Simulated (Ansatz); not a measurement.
# Al2P3: the cost of one run

Method: DFT PBE, scalar-relativistic, plane waves, PAW, in Ansatz 0.2.0.

### Step 1. Starting point

Symmetry: P321, No. 150, trigonal system. The conventional cell has a = 3.850 Å, b = 3.850 Å, c = 5.995 Å, α = 90.00°, β = 90.00°, γ = 120.00°. Around Al (site symmetry 3) lie 3 P at 2.10 Å. Around P (site symmetry 2) lie 2 P at 1.67 Å and 2 Al at 2.10 Å.

As a file:

```xyz
5
Lattice="3.8496 0.0000 0.0000 -1.9248 3.3338 0.0000 0.0000 0.0000 5.9948" Properties=species:S:1:pos:R:3 pbc="T T T"
Al    0.0000    2.2226    1.4987
Al    1.9248    1.1113    4.4961
P     0.4812    0.8335    0.0000
P     2.8872    0.0000    0.0000
P    -1.4436    2.5004    0.0000
```

This is candidate A: La2O3 type (P321, No. 150).

(A quick probe on a coarse mesh, which set the mesh and smearing, is not shown.)

### Step 3. A loose first relaxation (candidate A)

The input, input.yaml:

```yaml
crystal:
  lattice:
    - [3.8495878104, 0.0, 0.0]
    - [-1.9247939052, 3.3338408379, 0.0]
    - [0.0, 0.0, 5.9947778566]
  atoms:
    - { symbol: Al, position: [0.3333333333, 0.6666666667, 0.25] }
    - { symbol: Al, position: [0.6666666667, 0.3333333333, 0.75] }
    - { symbol: P, position: [0.25, 0.25, 0.0] }
    - { symbol: P, position: [0.75, 0.0, 0.0] }
    - { symbol: P, position: [0.0, 0.75, 0.0] }
basis:
  ecutwfc: 420
kpoints:
  mp_grid: { grid: [6, 6, 4] }
hamiltonian:
  xc: pbe
scf:
  occupations: { method: gaussian, width: 0.1 }
  lower_state_search: "off"
output:
  forces: true
  stress: true
  eigenvalues: true
relax:
  adjacent_minimum: "off"
  f_tol: 0.04
  max_steps: 70
  cell: { stress_tol: 0.4 }
```

Launch:

```sh
$ ansatz run input.yaml --threads 1 --pin off --max-ram 2560MiB --backend cpu --events-out ev --progress --plain --runs-dir out
```

Q: Estimate wall time and peak memory on 1 thread of Intel Xeon Platinum 8259CL at 2.50GHz (Skylake/Cascade Lake), shared host.

About 1.9 min, with a peak of 0.42 GiB.
